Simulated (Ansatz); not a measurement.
**C₃H₈BNO: a ladder of functionals and wavefunction methods**

One table from this session's results is given with a row withheld; the runs are named, their logs left out.

The runs use Ansatz 0.2.0, Gaussian basis; functionals in def2-TZVPP, the program's frozen cores in correlated methods.

Plan: LDA (SPW92), PBE-D4, revPBE-D4, BLYP-D4, r2SCAN-D4, B97M-V, PBE0-D4, B3LYP-D4, r2SCANh-D4, r2SCAN0-D4, HSE06-D4, BHLYP-D4, CAM-B3LYP-D4, LC-ωPBE, ωB97X-V, ωB97M-V, B2PLYP, PBE-QIDH; CCSD(T)/def2-SVP; CCSD(T)/def2-TZVPP; MP2/def2-QZVPP; extrapolation to the limit; RPA on PBE.

**The relaxed structure**

An earlier PBE0-D4 in a triple-zeta def2 set relaxation fixed the geometry.

SMILES `C/N=C(\C)BO`, 14 atoms, charge 0, spin multiplicity 1.

Atoms are counted from 1 here; the program's logs count them from 0.

Bond lengths: C1–N2 1.443 Å, C1–H7 1.098 Å, C1–H8 1.090 Å, C1–H9 1.098 Å, N2–C3 1.280 Å, C3–C4 1.504 Å, C3–B5 1.569 Å, C4–H10 1.089 Å, C4–H11 1.095 Å, C4–H12 1.095 Å, B5–O6 1.355 Å, B5–H13 1.198 Å, O6–H14 0.960 Å. Angles: N2–C1–H7 111.7°, N2–C1–H8 109.7°, N2–C1–H9 111.7°, H7–C1–H8 108.4°, H7–C1–H9 106.8°, H8–C1–H9 108.4°, C1–N2–C3 118.6°, N2–C3–C4 124.0°, N2–C3–B5 114.9°, C4–C3–B5 121.1°, C3–C4–H10 111.2°, C3–C4–H11 110.9°, C3–C4–H12 110.9°, H10–C4–H11 108.5°, H10–C4–H12 108.5°, H11–C4–H12 106.6°, C3–B5–O6 118.0°, C3–B5–H13 120.9° and more.

Geometry (Å):

```xyz
14

C    -0.63250   -1.99333   -0.47897
N    -1.06446   -0.63263   -0.27228
C    -0.18710    0.25058    0.02522
C     1.28131   -0.03846    0.17539
B    -0.75282    1.69910    0.23075
O     0.12134    2.68454    0.54986
H     0.09515   -2.06800   -1.29727
H    -1.49109   -2.61857   -0.72328
H    -0.14684   -2.40492    0.41512
H     1.83638    0.86288    0.43204
H     1.69485   -0.45007   -0.75118
H     1.45379   -0.78754    0.95522
H    -1.92323    1.92621    0.10898
H    -0.29788    3.54090    0.65950
```

Set-up of the first run:

in.yaml

```yaml
crystal:
  periodic: [false, false, false]
  atoms:
    - {symbol: C, position_ang: [-0.632501, -1.993327, -0.478972]}
    - {symbol: N, position_ang: [-1.064461, -0.632627, -0.272277]}
    - {symbol: C, position_ang: [-0.187103, 0.250580, 0.025218]}
    - {symbol: C, position_ang: [1.281308, -0.038462, 0.175395]}
    - {symbol: B, position_ang: [-0.752815, 1.699096, 0.230752]}
    - {symbol: O, position_ang: [0.121338, 2.684539, 0.549857]}
    - {symbol: H, position_ang: [0.095149, -2.068003, -1.297270]}
    - {symbol: H, position_ang: [-1.491087, -2.618566, -0.723281]}
    - {symbol: H, position_ang: [-0.146838, -2.404918, 0.415118]}
    - {symbol: H, position_ang: [1.836376, 0.862882, 0.432044]}
    - {symbol: H, position_ang: [1.694854, -0.450067, -0.751180]}
    - {symbol: H, position_ang: [1.453786, -0.787537, 0.955217]}
    - {symbol: H, position_ang: [-1.923229, 1.926210, 0.108979]}
    - {symbol: H, position_ang: [-0.297879, 3.540898, 0.659500]}
basis:
  gaussian: {orbitals: def2-TZVPP}
hamiltonian: {xc: lda}
output: {orbitals: {seedname: orbitals}}
```

Steps of the session up to this table: LDA; PBE-D4 (GGA); revPBE-D4 (GGA); BLYP-D4 (GGA); r2SCAN-D4 (meta-GGA); B97M-V (meta-GGA); PBE0-D4 (hybrid); B3LYP-D4 (hybrid); r2SCANh-D4 (hybrid); r2SCAN0-D4 (hybrid); HSE06-D4 (hybrid); BHLYP-D4 (hybrid); CAM-B3LYP-D4 (range-separated); LC-ωPBE (range-separated); ωB97X-V (range-separated); ωB97M-V (range-separated); B2PLYP (double hybrid); PBE-QIDH (double hybrid).

One of the session's tables, all rows but one given; the rest of the session is left out.

It belongs to the step «Orbital energies across the functionals». 

| functional | HOMO (eV) | gap (eV) |
| --- | --- | --- |
| LDA (SPW92) | -5.42 | 2.94 |
| PBE-D4 | -5.32 | 3.07 |
| revPBE-D4 | -5.27 | 3.12 |
| BLYP-D4 | -5.22 | 3.12 |
| r2SCAN-D4 | -5.61 | 3.55 |
| B97M-V | -5.83 | 3.80 |
| PBE0-D4 | -6.80 | 5.55 |
| B3LYP-D4 | ? | ? |
| r2SCANh-D4 | -6.16 | 4.47 |
| r2SCAN0-D4 | -6.99 | 5.85 |
| HSE06-D4 | -6.39 | 4.76 |
| BHLYP-D4 | -8.22 | 8.08 |
| CAM-B3LYP-D4 | -8.22 | 8.14 |
| LC-ωPBE | -9.55 | 10.64 |
| ωB97X-V | -9.24 | 10.24 |
| ωB97M-V | -9.16 | 10.04 |

Estimate the missing values for B3LYP-D4.

Worked estimate for «HOMO (eV)». Against the share of exact exchange, BLYP-D4 (0, -5.22), BHLYP-D4 (0.5, -8.22) give a slope of -6.00 per unit share; at 0.2 the line stands at -6.42.

As computed: HOMO (eV): -6.57; gap (eV): 5.10. In «HOMO (eV)» the line misses by +0.15.
